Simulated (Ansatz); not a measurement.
# Al2H6S2: up Jacob's ladder to CCSD(T)

The task here is to estimate one member of a computed series from the others.

Computed with Ansatz 0.2.0, Gaussian basis. Level: functionals in def2-TZVPP, the program's frozen cores in correlated methods.

Levels to be run: LDA (SPW92), PBE-D4, revPBE-D4, BLYP-D4, r2SCAN-D4, B97M-V, PBE0-D4, B3LYP-D4, r2SCANh-D4, r2SCAN0-D4, HSE06-D4, BHLYP-D4, CAM-B3LYP-D4, LC-ωPBE, ωB97X-V, ωB97M-V, B2PLYP, PBE-QIDH; CCSD(T)/def2-SVP; CCSD(T)/def2-TZVPP; MP2/def2-QZVPP; extrapolation to the limit; RPA on PBE.

### Structure used throughout

All runs share one geometry, relaxed beforehand with PBE0-D4 in a triple-zeta def2 set.

SMILES `[AlH2-]1[SH+][AlH2-][SH+]1`, 10 atoms, charge 0, spin multiplicity 1.

Atoms are counted from 1 here; the program's logs count them from 0.

Bond lengths: Al1–S2 2.373 Å, Al1–S4 2.373 Å, Al1–H5 1.582 Å, Al1–H6 1.579 Å, S2–Al3 2.373 Å, S2–H7 1.345 Å, Al3–S4 2.373 Å, Al3–H8 1.582 Å, Al3–H9 1.579 Å, S4–H10 1.345 Å. Angles: S2–Al1–S4 95.7°, S2–Al1–H5 108.7°, S2–Al1–H6 106.1°, S4–Al1–H5 108.7°, S4–Al1–H6 106.0°, H5–Al1–H6 127.2°, Al1–S2–Al3 83.3°, Al1–S2–H7 95.3°, Al3–S2–H7 95.3°, S2–Al3–S4 95.7°, S2–Al3–H8 108.7°, S2–Al3–H9 106.1°, S4–Al3–H8 108.7°, S4–Al3–H9 106.0°, H8–Al3–H9 127.2°, Al1–S4–Al3 83.3°, Al1–S4–H10 95.3°, Al3–S4–H10 95.3°.

The first run:

File in.yaml:

```yaml
crystal:
  periodic: [false, false, false]
  atoms:
    - {symbol: Al, position_ang: [-0.876698, 1.141645, -0.696464]}
    - {symbol: S, position_ang: [0.577419, 1.173943, 1.178216]}
    - {symbol: Al, position_ang: [0.373852, -1.185316, 1.028524]}
    - {symbol: S, position_ang: [-0.708775, -1.193416, -1.082832]}
    - {symbol: H, position_ang: [-0.178112, 1.904600, -1.893767]}
    - {symbol: H, position_ang: [-2.329527, 1.385834, -0.127006]}
    - {symbol: H, position_ang: [1.709606, 1.247354, 0.456478]}
    - {symbol: H, position_ang: [1.817972, -1.809536, 0.859619]}
    - {symbol: H, position_ang: [-0.726529, -1.596956, 2.084143]}
    - {symbol: H, position_ang: [0.423791, -1.119352, -1.803911]}
basis:
  gaussian: {orbitals: def2-TZVPP}
hamiltonian: {xc: lda}
output: {orbitals: {seedname: orbitals}}
```

Steps of the session up to this table: LDA; PBE-D4 (GGA); revPBE-D4 (GGA); BLYP-D4 (GGA); r2SCAN-D4 (meta-GGA); B97M-V (meta-GGA); PBE0-D4 (hybrid); B3LYP-D4 (hybrid); r2SCANh-D4 (hybrid); r2SCAN0-D4 (hybrid); HSE06-D4 (hybrid); BHLYP-D4 (hybrid); CAM-B3LYP-D4 (range-separated); LC-ωPBE-D4 (range-separated; the results give it without D4); ωB97X-V (range-separated); ωB97M-V (range-separated); B2PLYP (double hybrid); PBE-QIDH (double hybrid).

One table of the session follows, with a row left open; its other results are not shown here.

It belongs to the step «Orbital energies across the functionals». 

```
  functional  HOMO (eV)  gap (eV)
 LDA (SPW92)      -7.19      5.49
      PBE-D4      -7.13      5.62
   revPBE-D4      -7.10      5.68
     BLYP-D4      -7.00      5.60
   r2SCAN-D4          ?         ?
      B97M-V      -7.57      6.15
     PBE0-D4      -8.33      7.69
    B3LYP-D4      -8.12      7.25
  r2SCANh-D4      -7.89      6.97
  r2SCAN0-D4      -8.54      8.07
    HSE06-D4      -7.94      6.91
    BHLYP-D4      -9.43      9.66
CAM-B3LYP-D4      -9.64     10.00
     LC-ωPBE     -11.00     12.50
     ωB97X-V     -10.66     12.02
     ωB97M-V     -10.44     11.49
```

Q: Estimate the row for r2SCAN-D4 from the others.

Worked estimate for «HOMO (eV)». Against the share of exact exchange, r2SCANh-D4 (0.1, -7.89), r2SCAN0-D4 (0.25, -8.54) give a slope of -4.33 per unit share; at 0 the line stands at -7.46.

**Answer.** HOMO (eV): -7.45; gap (eV): 6.23. In «HOMO (eV)» the line misses by -0.01.
